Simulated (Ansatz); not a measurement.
AgRh: single point with PBE

The system is AgRh.

```xyz
2
Lattice="2.7776 0.0000 0.0000 -1.3888 2.4055 0.0000 0.0000 0.0000 4.8086" Properties=species:S:1:pos:R:3 pbc="T T T"
Ag    0.0000    0.0000    2.4043
Rh    1.3888    0.8018    0.0000
```

The cell comes from a database or a generator and needn't be the stable form of this composition.

* Program: Ansatz 0.2.0
* Task: single point
* Functional: PBE
* Potentials or basis: all-electron LAPW, scalar-relativistic
* Cutoff: 263 eV (chosen from the basis error)
* Basis error allowed: 0.001 eV/atom
* k mesh: 11 × 11 × 6
* Occupations: fermi-dirac, width 0.05 eV
* Spin: no spin polarisation

| Quantity | Value |
| --- | --- |
| Pressure | -2.3 GPa |
| Band gap on the k mesh | none (metal or under the smearing width) |

Stress tensor (GPa, compression positive):
```
-2.07  0.00  0.00
 0.00 -2.07  0.00
 0.00  0.00 -2.90
```

Levels at points of the mesh, in eV from the Fermi level:
| k point | band 21 | band 22 | band 23 | band 24 | band 25 | band 26 |
| --- | --- | --- | --- | --- | --- | --- |
| (0.00, 0.00, 0.00) | -1.76 | -1.76 | 0.14 | 0.14 | 0.19 | 5.36 |
| (0.00, 0.00, -0.50) | -2.45 | -1.57 | -1.57 | 0.10 | 0.10 | 11.55 |

It took 96 s on 1 thread of Intel(R) Xeon(R) Processor @ 2.50GHz (Skylake/Cascade Lake), with other jobs on the host, peak memory 0.4 GiB.
